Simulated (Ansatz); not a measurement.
# Ga(H2S)F3 (F₃GaH₂S): the relaxed shape and its frontier levels

What does Ga(H2S)F3 (F₃GaH₂S) look like as a singlet, and where do its frontier electrons sit?

Method: RKS PBE0-D4/def2-TZVP; program: Ansatz 0.2.0, Gaussian basis.

Levels to be run: relaxation at PBE-D4/def2-SVP; a search for the lowest solution at PBE0-D4/def2-SVP; a single point at PBE0-D4/def2-TZVP.

### Step 1. The system as given

7 atoms, charge 0, spin multiplicity 1.

Atoms are counted from 1 here; the program's logs count them from 0.

Bond lengths: Ga1–S2 2.505 Å, Ga1–F5 1.741 Å, Ga1–F6 1.763 Å, Ga1–F7 1.740 Å, S2–H3 1.339 Å, S2–H4 1.339 Å. Angles: S2–Ga1–F5 103.2°, S2–Ga1–F6 91.9°, S2–Ga1–F7 102.7°, F5–Ga1–F6 115.4°, F5–Ga1–F7 121.2°, F6–Ga1–F7 115.4°, Ga1–S2–H3 88.6°, Ga1–S2–H4 88.5°, H3–S2–H4 92.6°.

The start is a GFN2-xTB geometry.

### Step 2. Relaxation at PBE-D4/def2-SVP

in.yaml reads:

```yaml
crystal:
  periodic: [false, false, false]
  atoms:
    - {symbol: Ga, position_ang: [0.158630, -0.270720, -0.939020]}
    - {symbol: S, position_ang: [0.138220, -0.235900, 1.565900]}
    - {symbol: H, position_ang: [0.507580, 1.050470, 1.518080]}
    - {symbol: H, position_ang: [-1.163910, 0.073440, 1.514950]}
    - {symbol: F, position_ang: [1.853510, -0.173760, -1.323020]}
    - {symbol: F, position_ang: [-0.725000, 1.252160, -1.027220]}
    - {symbol: F, position_ang: [-0.769020, -1.695700, -1.309670]}
basis:
  gaussian: {orbitals: def2-SVP}
hamiltonian: {xc: pbe, dispersion: d4}
scf: {omitted_lower_state_checks: [starts]}
output: {orbitals: {seedname: orbitals}}
relax: {f_tol: 0.02, max_steps: 100}
```

On the command line:

```bash
$ ansatz run in.yaml --threads 4 --pin off --events-out ev --progress --plain --max-ram 3916MiB
```

The runs that follow: Searching for the lowest solution, PBE0-D4/def2-SVP; Single point, PBE0-D4/def2-TZVP.

**Question.** What will the summary of the whole plan be? Wanted: point group; commonest bond, hydrogen aside; HOMO, LUMO at PBE0-D4/def2-TZVP; dipole at PBE-D4/def2-SVP.

As calculated:

| quantity | value |
| --- | --- |
| point group | Cs |
| commonest bond, hydrogen aside | F–Ga, 3 of mean length 1.766 Å |
| HOMO, LUMO at PBE0-D4/def2-TZVP | -9.93, -1.28 eV |
| dipole at PBE-D4/def2-SVP | 4.89 D |

**Reading.** The molecule keeps its bonding pattern by the stored test; the atoms moved 0.07 Å (rms). No usable vibrations, so a minimum isn't proven. The HOMO lies nearest to S2 54 %; F6 15 % and the LUMO to S2 49 %; H3, H4 about 24 % each. The point group is read from a loosely relaxed geometry; soft torsions can leave it below the true symmetry.
